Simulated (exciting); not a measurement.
TcRu:

```xyz
2
Lattice="2.7249 0.0000 0.0000 -1.3624 2.3598 0.0000 0.0000 0.0000 4.3129" Properties=species:S:1:pos:R:3 pbc="T T T"
Ru    0.0000    1.5732    2.1564
Tc    0.0000    0.0000    0.0000
```

The cell comes from a database or a generator and needn't be the stable form of this composition.

```yaml
Program: exciting (release sodium)
Task: single point
Functional: PBEsol
Potentials_or_basis: all-electron LAPW+lo, shipped species files, valence relativity iora*
rgkmax: 9
k_mesh: 11 × 11 × 6
Occupations: fermi-dirac, width 0.05 eV
Spin: no spin polarisation
gmaxvr_cutoff_of_density_and_potential: 14 1/bohr
lmaxapw_and_lmaxmat: 10
lmaxvr: 8
nempty: 18
Valence_relativity: iora*
epsengy: 1e-05 Ha
epspot: 1e-05 Ha
maxscl: 60
Muffin-tin_radii: Ru 2.3, Tc 2.3 bohr
```

On this cell: largest force under 0.003 eV/Å; band gap on the k mesh none (metal or under the smearing width).

The same run follows on a disturbed copy (atoms moved at random, drawn with an rms of 0.05 Å):

```
Ru Tc
1.0
     2.72486    0.00000    0.00000
    -1.36243    2.35980    0.00000
     0.00000    0.00000    4.31289
Ru Tc
1 1
Direct
  0.33067 0.66491 0.50439
  0.99264 0.00238 0.01857
```

Q: What does the disturbed cell give?

A: The energy (extrapolated to zero smearing) moves by +8.5 meV/atom; largest force 0.536 eV/Å; band gap on the k mesh none (metal or under the smearing width).

Forces in eV/Å, atoms in the order of the input:
```
Ru  -0.129  0.068  0.516
Tc   0.129 -0.068 -0.516
```

Caveats: the free energy is that total less TS from the occupations.
